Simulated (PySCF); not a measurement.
# C3H10GeO: geometry, NMR shifts, spin-spin couplings, electronic excitations and core binding energies, part 2 of 2

PySCF 2.14.0. Atoms count from 0. Earlier steps stand in the parts before.

### 6 Shielding tensors: PBE0/pcSseg-2

What the job is given:

```
{"job": {"kind": "nmr", "xc": "PBE0", "basis": "pcSseg-2", "pop": false}, "charge": 0, "multiplicity": 1}
C     -1.054186     1.385971     0.235594
C     -0.345413     0.054889     0.414803
C     -1.310435    -1.102210     0.602939
O      0.448431    -0.198233    -0.731313
Ge     2.219479    -0.303442    -0.588298
H     -1.689365     1.622788     1.102940
H     -1.687412     1.352743    -0.664525
H     -0.324193     2.199002     0.107086
H      0.291323     0.123070     1.322997
H     -0.760399    -2.047122     0.724144
H     -1.947381    -0.952686     1.488147
H     -1.956665    -1.196299    -0.283365
H      2.587645    -1.462336     0.363270
H      2.720133    -0.561126    -2.014374
H      2.766838     1.024861    -0.022313
```

Method: GIAO PBE0/pcSseg-2 NMR shielding, non-relativistic, gas phase.

Standard output:

```text
coarse grid: 52856 points
cycle   1  E = -2272.0392672314  dE = -4.161e-01  |g| = 1.259e+00  |ddm| = 2.442e+00
cycle   2  E = -2271.6986187228  dE =  3.406e-01  |g| = 1.868e+00  |ddm| = 1.608e+00
cycle   3  E = -2272.1717222065  dE = -4.731e-01  |g| = 3.371e-01  |ddm| = 1.349e+00
cycle   4  E = -2272.1913640462  dE = -1.964e-02  |g| = 1.022e-01  |ddm| = 2.162e-01
cycle   5  E = -2272.1925101061  dE = -1.146e-03  |g| = 1.562e-02  |ddm| = 4.937e-02
cycle   6  E = -2272.1925361530  dE = -2.605e-05  |g| = 5.836e-03  |ddm| = 1.004e-02
cycle   7  E = -2272.1925433036  dE = -7.151e-06  |g| = 8.518e-04  |ddm| = 3.653e-03
final grid: 111592 points
cycle   8  E = -2272.1925275506  dE = -9.017e-08  |g| = 9.520e-04  |ddm| = 4.697e-03
cycle   9  E = -2272.1925274114  dE =  1.391e-07  |g| = 1.268e-03  |ddm| = 1.642e-03
cycle  10  E = -2272.1925277556  dE = -3.441e-07  |g| = 1.747e-04  |ddm| = 8.921e-04
cycle  11  E = -2272.1925277611  dE = -5.569e-09  |g| = 3.747e-05  |ddm| = 1.158e-04
cycle  12  E = -2272.1925277613  dE = -2.033e-10  |g| = 4.528e-06  |ddm| = 2.157e-05
converged SCF energy = -2272.1925277613

GIAO shielding tensors (ppm)
atom      isotropic    diamagn.    paramagn.     s11        s22        s33       span
  0 C      157.362     240.725     -83.363    138.590    149.890    183.606     45.015
  1 C      110.041     240.354    -130.313     83.127     93.401    153.595     70.468
  2 C      157.150     240.497     -83.347    138.303    149.565    183.583     45.280
  3 O      295.585     389.868     -94.283    265.913    282.734    338.109     72.197
  4 Ge    1420.995    2755.607   -1334.612   1302.881   1318.507   1641.597    338.716
  5 H       30.320      29.343       0.977     26.188     27.928     36.844     10.656
  6 H       30.253      29.877       0.375     27.579     28.407     34.773      7.194
  7 H       29.980      29.833       0.146     25.709     28.969     35.260      9.551
  8 H       27.600      32.393      -4.793     24.050     28.030     30.719      6.669
  9 H       29.985      29.644       0.341     25.758     28.880     35.317      9.558
 10 H       30.319      29.250       1.070     26.205     27.915     36.839     10.634
 11 H       30.243      29.778       0.465     27.540     28.434     34.755      7.215
 12 H       26.245      29.040      -2.796     19.704     22.688     36.342     16.638
 13 H       26.303      28.620      -2.316     19.871     21.923     37.115     17.244
 14 H       26.240      29.081      -2.841     19.680     22.763     36.276     16.596
```

Wall time 59 s (1 thread of Intel Xeon Platinum 8488C, shared host); peak memory 1.4 GiB.

Key values: δ C1 74.1, C0 26.9, O3 32.6, Ge4 -84, H12 4.98, H8 3.65 ppm (means over like atoms).

### 7 X-ray photoelectron lines: SCAN, X2C

The job, as its differences from that of step 6:

```diff
@@ -1,2 +1,2 @@
-{"job": {"kind": "nmr", "xc": "PBE0", "basis": "pcSseg-2", "pop": false}, "charge": 0, "multiplicity": 1}
+{"job": {"kind": "xps"}, "charge": 0, "multiplicity": 1}
 C     -1.054186     1.385971     0.235594
```

Method: delta-SCF UKS SCAN, pcX-2 on the ionised atom, pcseg-1 elsewhere, spin-free X2C.

Standard output:

```text
ground state, core basis on atom 0 (C), 164 functions
  cycle   1  E = -2289.37929469  |g| = 7.39e-01
  cycle   2  E = -2288.91466881  |g| = 1.63e+00
  cycle   3  E = -2289.48826073  |g| = 2.30e-01
  cycle   4  E = -2289.49957995  |g| = 6.82e-02
  cycle   5  E = -2289.50061611  |g| = 1.69e-02
  cycle   6  E = -2289.50068253  |g| = 6.08e-03
  cycle   7  E = -2289.50069029  |g| = 9.93e-04
  cycle   8  E = -2289.50069007  |g| = 2.70e-04
  E(ground) = -2289.64135413 Eh
hole in C 1s of atom 0
  cycle   1  E = -2278.26897799  |g| = 1.50e+00
  cycle   2  E = -2277.69360433  |g| = 1.76e+00
  cycle   3  E = -2278.78330101  |g| = 3.40e-01
  cycle   4  E = -2278.80444969  |g| = 2.47e-01
  cycle   5  E = -2278.82712241  |g| = 5.58e-02
  cycle   6  E = -2278.82815959  |g| = 1.69e-02
  cycle   7  E = -2278.82828334  |g| = 5.92e-03
  cycle   8  E = -2278.82830430  |g| = 1.76e-03
  cycle   9  E = -2278.82830395  |g| = 8.36e-04
  cycle  10  E = -2278.82830531  |g| = 4.38e-04
  E(ion) = -2278.96828678 Eh   <S^2> = 0.7676   hole on atom = 1.000   binding energy = 290.429 eV
ground state, core basis on atom 1 (C), 164 functions
  cycle   1  E = -2289.50440251  |g| = 5.87e-02
  cycle   2  E = -2289.50436121  |g| = 2.21e-02
  cycle   3  E = -2289.50439658  |g| = 1.91e-02
  cycle   4  E = -2289.50449140  |g| = 1.95e-03
  cycle   5  E = -2289.50449164  |g| = 9.04e-04
  cycle   6  E = -2289.50449154  |g| = 1.16e-04
  E(ground) = -2289.64425483 Eh
hole in C 1s of atom 1
  cycle   1  E = -2278.20658261  |g| = 1.51e+00
  cycle   2  E = -2276.86978805  |g| = 2.25e+00
  cycle   3  E = -2278.71655905  |g| = 3.66e-01
  cycle   4  E = -2278.76862241  |g| = 1.17e-01
  cycle   5  E = -2278.77162832  |g| = 8.86e-02
  cycle   6  E = -2278.77447726  |g| = 1.61e-02
  cycle   7  E = -2278.77460267  |g| = 5.25e-03
  cycle   8  E = -2278.77463076  |g| = 2.12e-03
  cycle   9  E = -2278.77463615  |g| = 9.85e-04
  cycle  10  E = -2278.77463717  |g| = 2.44e-04
  E(ion) = -2278.91396138 Eh   <S^2> = 0.7740   hole on atom = 1.000   binding energy = 291.986 eV
ground state, core basis on atom 3 (O), 164 functions
  cycle   1  E = -2289.53213607  |g| = 1.02e-01
  cycle   2  E = -2289.53062249  |g| = 1.03e-01
  cycle   3  E = -2289.53183179  |g| = 6.45e-02
  cycle   4  E = -2289.53256505  |g| = 5.83e-03
  cycle   5  E = -2289.53257573  |g| = 8.86e-04
  cycle   6  E = -2289.53257942  |g| = 1.54e-04
  E(ground) = -2289.67103902 Eh
hole in O 1s of atom 3
  cycle   1  E = -2268.94444742  |g| = 2.24e+00
  cycle   2  E = -2268.27431421  |g| = 2.34e+00
  cycle   3  E = -2269.71684288  |g| = 4.59e-01
  cycle   4  E = -2269.77671288  |g| = 1.57e-01
  cycle   5  E = -2269.78805348  |g| = 5.04e-02
  cycle   6  E = -2269.78915573  |g| = 9.90e-03
  cycle   7  E = -2269.78919854  |g| = 3.12e-03
  cycle   8  E = -2269.78920193  |g| = 1.28e-03
  cycle   9  E = -2269.78920676  |g| = 3.92e-04
  E(ion) = -2269.92875697 Eh   <S^2> = 0.7633   hole on atom = 1.000   binding energy = 537.215 eV
```

Run time: 22 s. Hardware: 1 thread of Intel Xeon Platinum 8488C, shared host; peak memory 0.6 GiB.

Binding energies by hole, beside the orbital energy of the ground state; the difference holds orbital relaxation and, for a density functional, its self-interaction error:

```csv
hole,stands for,environment,ΔSCF (eV),−ε (eV),⟨S²⟩
C1s on C0,"C0, C2",methyl carbon,290.43,273.3,0.768
C1s on C1,C1,sp3 CH bonded to O,291.99,275.1,0.774
O1s on O3,O3,"oxygen bonded to C, Ge",537.21,516.2,0.763
```

Each hole run stands for the others of its class of like atoms.

### 8 Side by side: NMR shifts

Shifts (ppm), means over like atoms, with basis size and wall time:

```csv
run,C1,C0,H12,H8,H5,O3,Ge4,functions,time
PBE0/pcSseg-1,70.8,26.2,4.94,3.45,1.13,33.3,-84,159,22 s
PBE0/pcSseg-2,74.1,26.9,4.98,3.65,1.06,32.6,-84,347,59 s
```

### 9 Summary of results

What follows sums up all 2 parts.

```
                                                               quantity                        value
                                   rotational constants (main isotopes)         6.95, 1.48, 1.31 GHz
13C shifts against TMS (PBE0/pcSseg-1, means over atoms taken as alike)               70.8, 26.2 ppm
 1H shifts against TMS (PBE0/pcSseg-1, means over atoms taken as alike)         4.94, 3.45, 1.13 ppm
                                 17O shifts against H2O (PBE0/pcSseg-1)                     33.3 ppm
                              73Ge shifts against GeMe4 (PBE0/pcSseg-1)                      -84 ppm
                                  surface potential, 1st and 99th percentile           -1.50 V and 1.15 V
                   largest coupling of the table (B3LYP/pcSseg-1+pcJ-1)      1J(C,H) C1–H8, 137.8 Hz
                                   lowest singlet (CAM-B3LYP/def2-SVPD)  6.64 eV (187 nm), f = 0.006
                               brightest single state of those computed  state 8, 8.46 eV, f = 0.050
                                                         lowest triplet                      6.28 eV
                                      vertical ionisation energy (ΔSCF)                      9.76 eV
                                       C1s binding energies, SCAN/pcX-2      C1 291.99, C0 290.43 eV
                                       O1s binding energies, SCAN/pcX-2                 O3 537.21 eV
                                               range of the shift of C1             70.8 to 74.1 ppm
```

In words: The start was shaken at random, so part of the energy gained undoes that. The optimisation took 6 steps and gained 1.295 eV; among the close pairs (by a distance rule), O3–Ge4 changed most, from 1.631 to 1.780 Å. The most deshielded carbon is C1 (sp3 CH bonded to O), at 70.8 ppm: pulled downfield by the heteroatom. At PBE0/pcSseg-1: The largest span, 345 ppm, is at Ge4, where the paramagnetic term is -1343 ppm. In the run at B3LYP/pcSseg-1+pcJ-1, the largest coupling of the table is C1–H8, 137.8 Hz, of which the Fermi-contact term gives 136.5 Hz. Couplings across rotatable bonds belong to this one conformer; where others are populated, the observed values are averages. The lowest singlet, at 6.64 eV, is HOMO→LUMO+1 0.57, HOMO→LUMO 0.34 and is weak; of the 10 states computed, the strongest absorption comes from state 8 at 8.46 eV. The lowest triplet lies 0.36 eV below the lowest singlet (triplets in Tamm-Dancoff, singlets in full TDDFT). ΔSCF puts the ionisation energy at 9.76 eV, 0.69 eV above −ε(HOMO). In ppm, C1 moves most: its shift spreads over 3.3 ppm, from 70.8 (PBE0/pcSseg-1) to 74.1 (PBE0/pcSseg-2). Spin-orbit coupling is left out, which matters for shieldings and couplings at and beside the heavy atoms.
